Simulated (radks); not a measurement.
# Pr⁵²⁺ in [He] 2s2 2p3: an all-electron calculation

An exercise on one series of results from a longer session: the logs are not shown, and one member is left open.

Program: radks (a radial shooting solver on a logarithmic mesh, Libxc functionals) version 1. Level of theory: Dirac Kohn-Sham, AM05, spin-unpolarised, spherical densities, finite nucleus; open shells are shared between the two j in proportion to 2j + 1. These are calculated values, not measurements, unless marked.

**Starting point**

* element: praseodymium (Z = 59)
* charge: +52
* electrons: 7
* configuration: [He] 2s2 2p3
* nuclear rms radius: 4.8919 fm

The outer shells:

Pr⁵²⁺
```
[He] core
2s [↑↓]
2p [↑ ][↑ ][↑ ]
```

The first run:

Settings of this run:

```text
Z 59
configuration [He] 2s2 2p3 3s0 3p0
relativity Dirac
functional am05,am05
spin unpolarised
j_filling average
nucleus finite rms 4.8919 fm
c 137.035999084
```

The run is started by

```
> python run_ks.py task.json out
```

The same process makes all the runs of this session.

One of the session's tables, all rows but one given; the rest of the session is left out.

It belongs to the step «Orbitals and density». Radial moments (bohr):

| level | <r> | outermost maximum (interpolated) | 90 % within | nodes |
| --- | --- | --- | --- | --- |
| 1s1/2 | ? | ? | ? | ? |
| 2s1/2 | 0.09892 | 0.0856 | 0.153 | 1 |
| 2p1/2 | 0.08241 | 0.0647 | 0.135 | 0 |
| 2p3/2 | 0.08818 | 0.0697 | 0.142 | 0 |
| 3s1/2 | 0.2326 | 0.223 | 0.337 | 2 |
| 3p1/2 | 0.2176 | 0.207 | 0.323 | 1 |
| 3p3/2 | 0.2259 | 0.216 | 0.334 | 1 |

Estimate the missing values for 1s1/2.

The run gave: <r>: 0.02405; outermost maximum (interpolated): 0.0154; 90 % within: 0.0434; nodes: 0. In the column «<r>» it is the lowest.

To keep in mind: Spin polarisation and multiplet splitting are left out.
